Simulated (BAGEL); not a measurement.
# C2H7NSi (SMILES C=NC[SiH3]) at HF/6-31G(d) (density fitting with cc-pvqz-jkfit, spherical functions)

What is the energy change on altering one bond length of C2H7NSi at HF/6-31G* (density fitting with cc-pvqz-jkfit, spherical functions)? 

The calculation is run with BAGEL 1.2.2.

2 further runs of the same task are left out: 2 set aside as unsound or not needed.

## (1) The molecule

The species is C2H7NSi (11 atoms), meant as a singlet with charge 0. SMILES: `C=NC[SiH3]`. The coordinates come from a PBE0-D4/def2-TZVP relaxation. This is one conformer, not always the lowest.

Bond lengths: C1–N2 1.259 Å, N2–C3 1.436 Å, C3–Si4 1.892 Å, C1–H5 1.089 Å, C1–H6 1.099 Å, C3–H7 1.095 Å, C3–H8 1.102 Å, Si4–H9 1.487 Å, Si4–H10 1.484 Å, Si4–H11 1.488 Å. Some angles: C1–N2–C3 118.6°, N2–C3–Si4 109.5°, N2–C1–H5 119.2°, N2–C1–H6 123.3°, N2–C3–H7 109.0°, N2–C3–H8 113.6°, Si4–C3–H7 106.9°, Si4–C3–H8 109.5°, C3–Si4–H9 109.5°, C3–Si4–H10 110.5°.

## (2) A single-point energy at HF/6-31G(d) (density fitting with cc-pvqz-jkfit, spherical functions)

calc.json

```json
{ "bagel": [

{
  "title": "molecule",
  "basis": "6-31gs.json",
  "df_basis": "cc-pvqz-jkfit",
  "angstrom": true,
  "geometry": [
    { "atom": "C", "xyz": [   -0.639400,    1.869300,    0.363900 ] },
    { "atom": "N", "xyz": [   -0.998600,    0.713100,    0.018000 ] },
    { "atom": "C", "xyz": [   -0.299000,   -0.417000,    0.562600 ] },
    { "atom": "Si", "xyz": [    0.706300,   -1.257400,   -0.802700 ] },
    { "atom": "H", "xyz": [   -1.145900,    2.733500,   -0.063200 ] },
    { "atom": "H", "xyz": [    0.166900,    2.059000,    1.086600 ] },
    { "atom": "H", "xyz": [   -1.029900,   -1.151400,    0.917900 ] },
    { "atom": "H", "xyz": [    0.365200,   -0.161700,    1.404500 ] },
    { "atom": "H", "xyz": [    1.729600,   -0.311300,   -1.319900 ] },
    { "atom": "H", "xyz": [   -0.179800,   -1.683000,   -1.914500 ] },
    { "atom": "H", "xyz": [    1.389900,   -2.450100,   -0.232400 ] }
  ]
},
{ "title": "hf", "charge": 0 },
{ "title": "print", "file": "orbitals.molden", "orbitals": true }

]}
```

The basis set 6-31G* is read from a file made from the Basis Set Exchange's data (not shown).

On the command line:

```sh
BAGEL_NUM_THREADS=1 BAGEL calc.json > calc.out
```

The log of the run:

```text
* using 1 threads per process

  ===============================================================
  ===============================================================

  *** Geometry ***

  { "atom" : "C", "xyz" : [     -1.208291,      3.532465,      0.687671 ] },
  { "atom" : "N", "xyz" : [     -1.887081,      1.347564,      0.034015 ] },
  { "atom" : "C", "xyz" : [     -0.565028,     -0.788016,      1.063160 ] },
  { "atom" : "Si", "xyz" : [      1.334714,     -2.376142,     -1.516883 ] },
  { "atom" : "H", "xyz" : [     -2.165437,      5.165566,     -0.119431 ] },
  { "atom" : "H", "xyz" : [      0.315395,      3.890946,      2.053376 ] },
  { "atom" : "H", "xyz" : [     -1.946229,     -2.175831,      1.734580 ] },
  { "atom" : "H", "xyz" : [      0.690128,     -0.305569,      2.654120 ] },
  { "atom" : "H", "xyz" : [      3.268470,     -0.588272,     -2.494250 ] },
  { "atom" : "H", "xyz" : [     -0.339773,     -3.180409,     -3.617881 ] },
  { "atom" : "H", "xyz" : [      2.626530,     -4.630018,     -0.439172 ] },

  Number of auxiliary basis functions:      823

  Since a DF basis is specified, we compute 2- and 3-index integrals:
    o Being stored without compression. Storage requirement is 0.036 GB

  Number of basis functions:       74
  Number of electrons      :       40

    * METHOD: MOLECULE                             1.00

  *** RHF ***

  === Nuclear Repulsion ===
   156.4613242673

      * DIIS with orbital gradients will be used.

  === RHF iteration (6-31gs.json) ===
      0       -422.98508256          0.01840448           0.13
      1       -423.08707343          0.01117398           0.12
      2       -423.13079659          0.00237697           0.12
      3       -423.13350351          0.00055355           0.13
      4       -423.13366243          0.00014389           0.13
      5       -423.13368891          0.00005437           0.13
      6       -423.13369219          0.00001962           0.12
      7       -423.13369253          0.00000628           0.14
      8       -423.13369257          0.00000199           0.13
      9       -423.13369257          0.00000051           0.12
     10       -423.13369257          0.00000017           0.12
     11       -423.13369257          0.00000006           0.13
     12       -423.13369257          0.00000002           0.12
     13       -423.13369257          0.00000001           0.12
    * SCF iteration converged.

    * Permanent dipole moment:
           (   -0.366707,    -0.248505,    -0.529448) a.u.

    * METHOD: HF                                   2.08

    * METHOD: PRINT                                0.01

  ===============================================================
```

Run time: 3.6 s. Hardware: 1 thread of Intel Xeon Platinum 8259CL at 2.50GHz (Skylake/Cascade Lake), shared host; peak memory 0.15 GiB.

## (3) The distorted shape

hf.json

```json
{ "bagel" : [

{
  "title" : "molecule",
  "basis" : "6-31gs.json",
  "df_basis" : "cc-pvqz-jkfit",
  "angstrom" : true,
  "geometry" : [
    { "atom" : "C", "xyz" : [      -0.506460,       1.933152,       0.530701 ] },
    { "atom" : "N", "xyz" : [      -0.865660,       0.776952,       0.184801 ] },
    { "atom" : "C", "xyz" : [      -0.166060,      -0.353148,       0.729401 ] },
    { "atom" : "Si", "xyz" : [       0.839240,      -1.193548,      -0.635899 ] },
    { "atom" : "H", "xyz" : [      -1.012960,       2.797352,       0.103601 ] },
    { "atom" : "H", "xyz" : [       0.299840,       2.122852,       1.253401 ] },
    { "atom" : "H", "xyz" : [      -0.896960,      -1.087548,       1.084701 ] },
    { "atom" : "H", "xyz" : [       0.498140,      -0.097848,       1.571301 ] },
    { "atom" : "H", "xyz" : [       1.862540,      -0.247448,      -1.153099 ] },
    { "atom" : "H", "xyz" : [      -0.179800,      -1.683000,      -1.914500 ] },
    { "atom" : "H", "xyz" : [       1.522840,      -2.386248,      -0.065599 ] }
  ]
},

{
  "title" : "hf"
},

{
  "title" : "print",
  "file" : "orbitals.molden",
  "orbitals" : true
}

]}
```

The basis set 6-31G* is read from a file made from the Basis Set Exchange's data (not shown).

On the command line:

```sh
BAGEL_NUM_THREADS=1 BAGEL hf.json > hf.out
```

The log of the run:

```text
* using 1 threads per process

  ===============================================================
  ===============================================================

  *** Geometry ***

  { "atom" : "C", "xyz" : [     -0.957071,      3.653128,      1.002880 ] },
  { "atom" : "N", "xyz" : [     -1.635860,      1.468226,      0.349223 ] },
  { "atom" : "C", "xyz" : [     -0.313808,     -0.667353,      1.378368 ] },
  { "atom" : "Si", "xyz" : [      1.585934,     -2.255479,     -1.201675 ] },
  { "atom" : "H", "xyz" : [     -1.914217,      5.286229,      0.195778 ] },
  { "atom" : "H", "xyz" : [      0.566615,      4.011609,      2.368585 ] },
  { "atom" : "H", "xyz" : [     -1.695009,     -2.055168,      2.049788 ] },
  { "atom" : "H", "xyz" : [      0.941348,     -0.184906,      2.969329 ] },
  { "atom" : "H", "xyz" : [      3.519690,     -0.467609,     -2.179041 ] },
  { "atom" : "H", "xyz" : [     -0.339773,     -3.180409,     -3.617881 ] },
  { "atom" : "H", "xyz" : [      2.877751,     -4.509355,     -0.123964 ] },

  Number of auxiliary basis functions:      823

  Since a DF basis is specified, we compute 2- and 3-index integrals:
    o Being stored without compression. Storage requirement is 0.036 GB

  Number of basis functions:       74
  Number of electrons      :       40

    * METHOD: MOLECULE                             1.00

  *** RHF ***

  === Nuclear Repulsion ===
   155.6259711897

      * DIIS with orbital gradients will be used.

  === RHF iteration (6-31gs.json) ===
      0       -422.97037860          0.01836832           0.13
      1       -423.07226708          0.01116714           0.13
      2       -423.11600953          0.00235935           0.12
      3       -423.11868021          0.00055420           0.12
      4       -423.11883876          0.00014147           0.12
      5       -423.11886411          0.00005430           0.13
      6       -423.11886738          0.00001997           0.13
      7       -423.11886774          0.00000621           0.13
      8       -423.11886777          0.00000197           0.13
      9       -423.11886778          0.00000049           0.12
     10       -423.11886778          0.00000016           0.13
     11       -423.11886778          0.00000006           0.13
     12       -423.11886778          0.00000002           0.13
     13       -423.11886778          0.00000001           0.12
    * SCF iteration converged.

    * Permanent dipole moment:
           (   -0.460503,    -0.315424,    -0.668587) a.u.

    * METHOD: HF                                   2.07

    * METHOD: PRINT                                0.01

  ===============================================================
```

Wall time 3.6 s (1 thread of Intel Xeon Platinum 8259CL at 2.50GHz (Skylake/Cascade Lake), shared host); peak memory 0.15 GiB.

## (4) Results

Level: HF/6-31G* (density fitting with cc-pvqz-jkfit, spherical functions).

```
                                                           quantity          value
                                          first shape: total energy  -423.13369 Eh
                                         first shape: dipole moment         1.75 D
                                           first shape: HOMO energy      -10.63 eV
                                           first shape: LUMO energy        4.04 eV
                                         first shape: HOMO–LUMO gap       14.67 eV
                                      distorted shape: total energy  -423.11887 Eh
                                     distorted shape: dipole moment         2.21 D
                                       distorted shape: HOMO energy      -10.70 eV
                                       distorted shape: LUMO energy        3.97 eV
                                     distorted shape: HOMO–LUMO gap       14.67 eV
energy change with the Si4–H10 bond stretched from 1.484 to 1.707 Å       0.403 eV
```

In words: With the Si4–H10 bond stretched from 1.484 to 1.707 Å the energy rises by 0.40 eV (9.3 kcal/mol). The first shape isn't relaxed at this level, so the change isn't measured from a minimum.
